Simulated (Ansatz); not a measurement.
**RbAgS2: what a guessed cell relaxes into**

The task: take a trial cell of RbAgS2 to zero force and stress.

Computed with Ansatz 0.2.0 (DFT PBE, scalar-relativistic, plane waves, PAW, unless a step's input says otherwise).

## (1) The structure to begin with

Symmetry: P6/mmm, No. 191, hexagonal system. Conventional cell: a = 4.811 Å, b = 4.811 Å, c = 6.264 Å, α = 90.00°, β = 90.00°, γ = 120.00°. Around Rb (site symmetry 6/mmm) lie 6 S at 2.78 Å and 2 Ag at 3.13 Å. Around Ag (site symmetry 6/mmm) lie 2 Rb at 3.13 Å. S (site symmetry -6m2) is surrounded by 3 Rb at 2.78 Å and 3 S at 2.78 Å.

Structure file:

```
CELL_PARAMETERS angstrom
4.81146 0.00000 0.00000
-2.40573 4.16684 0.00000
0.00000 0.00000 6.26415
ATOMIC_POSITIONS crystal
Rb 0.00000 0.00000 0.00000
Ag 0.00000 0.00000 0.50000
S 0.33333 0.66667 0.00000
S 0.66667 0.33333 0.00000
```

Recipe of the guess: random cell by space group and Wyckoff sites (P6/mmm, No. 191). The dimensions are guesses.

## (2) The guess as it stands, on a coarse mesh

input.yaml

```yaml
crystal:
  lattice:
    - [4.81145753, 0.0, 0.0]
    - [-2.40572876, 4.16684445, 0.0]
    - [0.0, 0.0, 6.26414526]
  atoms:
    - { symbol: Rb, position: [0.0, 0.0, 0.0] }
    - { symbol: Ag, position: [0.0, 0.0, 0.5] }
    - { symbol: S, position: [0.33333333, 0.66666667, 0.0] }
    - { symbol: S, position: [0.66666667, 0.33333333, 0.0] }
basis:
  ecutwfc: 420
kpoints:
  mp_grid: { grid: [6, 6, 4] }
hamiltonian:
  xc: pbe
scf:
  occupations: { method: gaussian, width: 0.1 }
  lower_state_search: "off"
output:
  forces: true
  stress: true
  eigenvalues: true
```

The run is started by

```sh
$ ansatz run input.yaml --threads 1 --pin off --max-ram 2048MiB --backend cpu --events-out ev --progress --plain --runs-dir out
```

The session goes on with these runs: rough relaxation on the coarse mesh; final relaxation.

Before running it: what results should come out? Wanted: conventional cell; volume; energy over the elements; gap on the mesh.

The runs gave:

```
                              quantity                                                                       value
symmetry at the end (tolerance 0.05 Å)                                                space group P6/mmm (No. 191)
                     conventional cell  a = 5.284 Å, b = 5.284 Å, c = 6.669 Å, α = 90.00°, β = 90.00°, γ = 120.00°
                                volume                                                               40.32 Å³/atom
              energy over the elements                                                               +0.87 eV/atom
                       gap on the mesh                                                                none (metal)
```

The space group P6/mmm (No. 191) is kept, and the volume per atom grows by 28.4 % from the first guess. The formation energy is positive, so the separate elements lie lower. No finished test with a distortion of lower symmetry is shown, so the end may be a saddle point.
